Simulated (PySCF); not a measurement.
# CH7GeNS: the cost of one run

The runs use PySCF 2.14.0, with density-fitted response routines of our own; the level of theory stands in each step. All values are computed, except where a source is named. Atoms count from 0, in the outputs and in this text.

### 1 Starting geometry

11 atoms, charge 0, multiplicity 1; geometry from: GFN2-xTB. The atoms were then displaced at random by about 0.01 Å, so the start is not that level's minimum.

Bonds of the start (Å): C0–N1 1.45, N1–Ge2 1.80, Ge2–S3 2.26, C0–H4 1.08, C0–H5 1.12, C0–H6 1.07, N1–H7 1.01, Ge2–H8 1.50, Ge2–H9 1.51, S3–H10 1.32.

### 2 Relaxing the molecule at PBE0-D3(BJ)/def2-SVP

The job: settings as JSON, then the geometry in Å.

```
{"job": {"xc": "PBE0", "basis": "def2-SVP", "d3": "d3bj", "grid": 1, "shake": 0.01, "kind": "geom"}, "charge": 0, "multiplicity": 1}
C     -1.529830    -0.394660     0.271960
N     -0.612010     0.402350    -0.520310
Ge     1.044130     0.772190     0.072180
S      2.371280    -0.999810     0.513600
H     -1.441380    -0.095330     1.304330
H     -2.573070    -0.132290    -0.048420
H     -1.386300    -1.452680     0.185100
H     -0.681810     0.202180    -1.507860
H      1.677670     1.647000    -0.965690
H      0.897250     1.492100     1.396590
H      2.272200    -1.466880    -0.717140
```

Command:

```bash
$ OMP_NUM_THREADS=1 python probes_run.py task.json out
```

The driver reads the jobs from task.json and runs them one after another.

Q: Estimate the wall time and peak memory of this first job on 1 thread of Arm Neoverse V2, shared host.

About 37 s, with a peak of 0.48 GiB.
